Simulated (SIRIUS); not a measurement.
Crystal: Hf2Pd2Se2Br2O3.

```
Hf Pd Se Br O
1.0
     5.75899    0.00000    0.00000
    -2.87949    4.98743    0.00000
     0.00000    0.00000    8.52547
Hf Pd Se Br O
2 2 2 2 3
Direct
  0.33333 0.66667 0.54201
  0.66667 0.33333 0.54201
  0.33333 0.66667 0.12880
  0.66667 0.33333 0.12880
  0.33333 0.66667 0.85572
  0.66667 0.33333 0.85572
  0.00000 0.00000 0.13895
  0.00000 0.00000 0.65384
  0.50000 0.00000 0.42963
  0.00000 0.50000 0.42963
  0.50000 0.50000 0.42963
```

The cell was built by a generator and needn't be a form met in nature.

```yaml
Program: SIRIUS 7.12.0
Task: single point
Functional: PBE
Potentials_or_basis: PseudoDojo 0.4.1 PBE standard (scalar relativistic)
Cutoff: 1177 eV
Density_cutoff: 4707 eV
k_mesh: 6 × 6 × 3
Occupations: fermi-dirac, width 0.05 eV
Spin: no spin polarisation
```

On this cell: pressure -0.6 GPa; largest force 0.407 eV/Å; band gap on the k mesh none (metal or under the smearing width).

The same run follows on a disturbed copy (atoms moved at random, drawn with an rms of 0.05 Å):

```
CELL_PARAMETERS angstrom
5.75899 0.00000 0.00000
-2.87949 4.98743 0.00000
0.00000 0.00000 8.52547
ATOMIC_POSITIONS crystal
Hf 0.33156 0.67010 0.53782
Hf 0.65936 0.32840 0.53921
Pd 0.32893 0.65760 0.12655
Pd 0.66569 0.33073 0.12981
Se 0.33081 0.65699 0.85756
Se 0.67557 0.33455 0.85267
Br 0.99643 0.99841 0.14004
Br 0.00034 0.99089 0.65287
O 0.49906 0.00582 0.43536
O 0.00070 0.50450 0.42626
O 0.50132 0.50649 0.42867
```

Problem. What does the disturbed cell give?

Solution. The energy (extrapolated to zero smearing) moves by +9.3 meV/atom; pressure 0.5 GPa; largest force 2.379 eV/Å; band gap on the k mesh none (metal or under the smearing width).

Forces on the atoms (eV/Å):
```
Hf  -0.186 -0.796  0.606
Hf   0.347  2.314  0.428
Pd   0.012 -0.087  0.292
Pd   0.023  0.028 -0.297
Se  -0.032 -0.062 -0.462
Se   0.039  0.026  0.323
Br  -0.006  0.037 -0.018
Br   0.032  0.102  0.020
O    0.074 -0.968 -1.249
O   -0.411 -0.410  0.327
O    0.109 -0.184  0.032
```

Stress tensor (GPa, compression positive):
```
-1.11 -0.39  0.22
-0.39  2.43  0.93
 0.22  0.93  0.26
```

Caveats: this set's palladium file may shift the pressure by some GPa.
